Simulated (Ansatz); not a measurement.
# GeSbH₅: a ladder of functionals and wavefunction methods

An exercise on one series of results from a longer session: the logs are not shown, and one member is left open.

The runs use Ansatz 0.2.0, Gaussian basis; functionals in def2-TZVPP, the program's frozen cores in correlated methods.

The runs, in order: LDA (SPW92), PBE-D4, revPBE-D4, BLYP-D4, r2SCAN-D4, B97M-V, PBE0-D4, B3LYP-D4, r2SCANh-D4, r2SCAN0-D4, HSE06-D4, BHLYP-D4, CAM-B3LYP-D4, LC-ωPBE, ωB97X-V, ωB97M-V, B2PLYP, PBE-QIDH; CCSD(T)/def2-SVP; CCSD(T)/def2-TZVPP; MP2/def2-QZVPP; extrapolation to the limit; RPA on PBE.

## The geometry

All runs share one geometry, relaxed beforehand with PBE0-D4 in a triple-zeta def2 set. Sb takes the def2 core potential; no spin-orbit term is included.

SMILES `[GeH3][SbH2]`, 7 atoms, charge 0, spin multiplicity 1.

Atoms are counted from 1 here; the program's logs count them from 0.

Bond lengths: Ge1–Sb2 2.620 Å, Ge1–H3 1.536 Å, Ge1–H4 1.538 Å, Ge1–H5 1.538 Å, Sb2–H6 1.709 Å, Sb2–H7 1.709 Å. Angles: Sb2–Ge1–H3 112.5°, Sb2–Ge1–H4 108.9°, Sb2–Ge1–H5 108.9°, H3–Ge1–H4 109.0°, H3–Ge1–H5 109.0°, H4–Ge1–H5 108.4°, Ge1–Sb2–H6 91.1°, Ge1–Sb2–H7 91.1°, H6–Sb2–H7 91.3°.

Set-up of the first run:

Input file in.yaml:

```yaml
crystal:
  periodic: [false, false, false]
  atoms:
    - {symbol: Ge, position_ang: [-0.516629, -0.612759, -0.545439]}
    - {symbol: Sb, position_ang: [0.721114, 1.568760, 0.213320]}
    - {symbol: H, position_ang: [-0.380149, -1.752489, 0.475851]}
    - {symbol: H, position_ang: [-2.008345, -0.294784, -0.744829]}
    - {symbol: H, position_ang: [0.066642, -1.073987, -1.891943]}
    - {symbol: H, position_ang: [0.074561, 1.427613, 1.788498]}
    - {symbol: H, position_ang: [2.104007, 0.669648, 0.658642]}
basis:
  gaussian: {orbitals: def2-TZVPP}
hamiltonian: {xc: lda}
output: {orbitals: {seedname: orbitals}}
```

Command:

```
$ ansatz run in.yaml --threads 2 --pin off --events-out ev --progress --plain --max-ram 4352MiB
```

Among the steps run: LDA; PBE-D4 (GGA); revPBE-D4 (GGA); BLYP-D4 (GGA); r2SCAN-D4 (meta-GGA); B97M-V (meta-GGA); B3LYP-D4 (hybrid); r2SCANh-D4 (hybrid); r2SCAN0-D4 (hybrid); HSE06-D4 (hybrid); BHLYP-D4 (hybrid); CAM-B3LYP-D4 (range-separated); LC-ωPBE (range-separated); ωB97X-V (range-separated); ωB97M-V (range-separated); B2PLYP (double hybrid); PBE-QIDH (double hybrid).

One of the session's tables, all rows but one given; the rest of the session is left out.

It belongs to the step «Frontier levels by functional». 

| functional | HOMO (eV) | gap (eV) |
| --- | --- | --- |
| LDA (SPW92) | -6.41 | 4.85 |
| PBE-D4 | -6.27 | 4.91 |
| revPBE-D4 | -6.22 | 4.93 |
| BLYP-D4 | ? | ? |
| r2SCAN-D4 | -6.51 | 5.39 |
| B97M-V | -6.47 | 5.24 |
| PBE0-D4 | -7.22 | 6.60 |
| B3LYP-D4 | -7.04 | 6.17 |
| r2SCANh-D4 | -6.86 | 6.00 |
| r2SCAN0-D4 | -7.38 | 6.91 |
| HSE06-D4 | -6.84 | 5.86 |
| BHLYP-D4 | -8.04 | 8.16 |
| CAM-B3LYP-D4 | -8.39 | 8.64 |
| LC-ωPBE | -9.61 | 10.93 |
| ωB97X-V | -9.31 | 10.54 |
| ωB97M-V | -9.20 | 10.18 |

Estimate the missing values for BLYP-D4.

Worked estimate for «HOMO (eV)». Against the share of exact exchange, B3LYP-D4 (0.2, -7.04), BHLYP-D4 (0.5, -8.04) give a slope of -3.33 per unit share; at 0 the line stands at -6.37.

The run gave: HOMO (eV): -6.13; gap (eV): 4.82. In «HOMO (eV)» the line misses by -0.24.
